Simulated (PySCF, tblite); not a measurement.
# C₇H₉NO: geometry, infrared bands, NMR shifts, electronic excitations and core binding energies

Aim: predict the infrared bands, NMR shifts, electronic excitations and core binding energies of C₇H₉NO (`COCc1ccncc1`).

Programs: tblite 0.8.0 and PySCF 2.14.0, with density-fitted response routines of our own. Each step states its level of theory. These are calculated values for one molecule in the gas phase, unless marked as measured. Atoms are numbered from 0 throughout.

## Step 1: The molecule as given

18 atoms, charge 0, multiplicity 1; geometry from: GFN2-xTB.

Bonds of the start (Å): C0–O1 1.40, O1–C2 1.41, C2–C3 1.50, C3–C4 1.39, C4–C5 1.39, C5–N6 1.32, N6–C7 1.32, C7–C8 1.38, C8–C3 1.39, C0–H9 1.10, C0–H10 1.09, C0–H11 1.10, C2–H12 1.10, C2–H13 1.10, C4–H14 1.08, C5–H15 1.08, C7–H16 1.08, C8–H17 1.08.

## Step 2: Harmonic vibrations with GFN2-xTB

Job settings and geometry (Å):

```
{"job": {"kind": "ir", "xc": "GFN2-xTB", "basis": "xTB"}, "charge": 0, "multiplicity": 1}
C      3.090634    -0.608889     0.193632
O      1.715156    -0.739244    -0.045121
C      0.994170     0.427737     0.260212
C     -0.475373     0.233379     0.011596
C     -0.985162    -0.966677    -0.464290
C     -2.353194    -1.071182    -0.664960
N     -3.204115    -0.087650    -0.431431
C     -2.715911     1.055524     0.019915
C     -1.369500     1.270271     0.260017
H      3.293511    -0.394558     1.251051
H      3.544194    -1.559938    -0.076975
H      3.528711     0.190778    -0.417441
H      1.358153     1.271487    -0.352325
H      1.147819     0.705271     1.317973
H     -0.320711    -1.789754    -0.667902
H     -2.792009    -1.989539    -1.033268
H     -3.444137     1.836531     0.196528
H     -1.020994     2.222770     0.631133
```

**Question.** This job is followed by: PBE0-D3(BJ)/def2-SVP geometry optimisation, gas phase; GIAO PBE0/pcSseg-1 NMR shielding, non-relativistic, gas phase; TDDFT wB97X-D/def2-SVPD, vertical, gas phase, core orbitals frozen in the response; GIAO wB97X-D/pcSseg-1 NMR shielding, non-relativistic, gas phase; delta-SCF UKS SCAN, pcX-2 on the ionised atom, pcseg-1 elsewhere, spin-free X2C. Predict these results of the whole session: strongest single infrared mode (GFN2-xTB); zero-point energy (GFN2-xTB); point group; rotational constants (main isotopes); 13C shifts against TMS (PBE0/pcSseg-1, means over atoms taken as alike); 1H shifts against TMS (PBE0/pcSseg-1, means over atoms taken as alike); 17O shifts against H2O (PBE0/pcSseg-1); 15N shifts against NH3 (PBE0/pcSseg-1); lowest singlet (wB97X-D/def2-SVPD); brightest single state of those computed; lowest triplet; vertical ionisation energy (ΔSCF); range of the shift of O1; property runs in this session.

The runs gave:

| quantity | value |
| --- | --- |
| strongest single infrared mode (GFN2-xTB) | 1585 cm⁻¹, 105 km/mol |
| zero-point energy (GFN2-xTB) | 90.4 kcal/mol |
| point group | C1 |
| rotational constants (main isotopes) | 5.03, 0.91, 0.78 GHz |
| 13C shifts against TMS (PBE0/pcSseg-1, means over atoms taken as alike) | 155.4, 152.6, 124.1, 73.7, 59.1 ppm |
| 1H shifts against TMS (PBE0/pcSseg-1, means over atoms taken as alike) | 8.71, 7.20, 4.35, 3.50 ppm |
| 17O shifts against H2O (PBE0/pcSseg-1) | 12.2 ppm |
| 15N shifts against NH3 (PBE0/pcSseg-1) | 356.6 ppm |
| lowest singlet (wB97X-D/def2-SVPD) | 5.10 eV (243 nm), f = 0.004 |
| brightest single state of those computed | state 6, 7.18 eV, f = 0.376 |
| lowest triplet | 4.34 eV |
| vertical ionisation energy (ΔSCF) | 9.34 eV |
| range of the shift of O1 | 6.8 to 12.2 ppm |
| property runs in this session | 4, of which 1 failed and 0 gave unsound results |

**Reading.** No mode is imaginary among the 48: a minimum at this level. The strongest single mode, at 1585 cm⁻¹, has its largest shares on C4, C7, C8 and C5 (the list is cut at 4 atoms). GFN2-xTB is a fitted tight-binding method: band positions and strengths are rough. Its intensities can rank the bands wrongly. Over 6 steps the energy fell by 0.041 eV; of the close pairs, O1–C2 changed most, 1.405 to 1.390 Å. At PBE0/pcSseg-1: The widest tensor belongs to N6: span 706 ppm, with a paramagnetic part of -423 ppm. NICS(1)zz of -28 ppm above the planar ring from C3 marks a diatropic (aromatic) ring current. The first singlet state (HOMO→LUMO 0.97) lies at 5.10 eV and is weak; of the 10 states computed, the strongest absorption comes from state 6 at 7.18 eV. The lowest triplet lies 0.76 eV below the lowest singlet (triplets in Tamm-Dancoff, singlets in full TDDFT). The orbital energy would give 9.23 eV for ionisation, ΔSCF gives 9.34 eV. Across the 2 runs the shift of O1 moves most, between 6.8 (wB97X-D/pcSseg-1) and 12.2 ppm (PBE0/pcSseg-1).
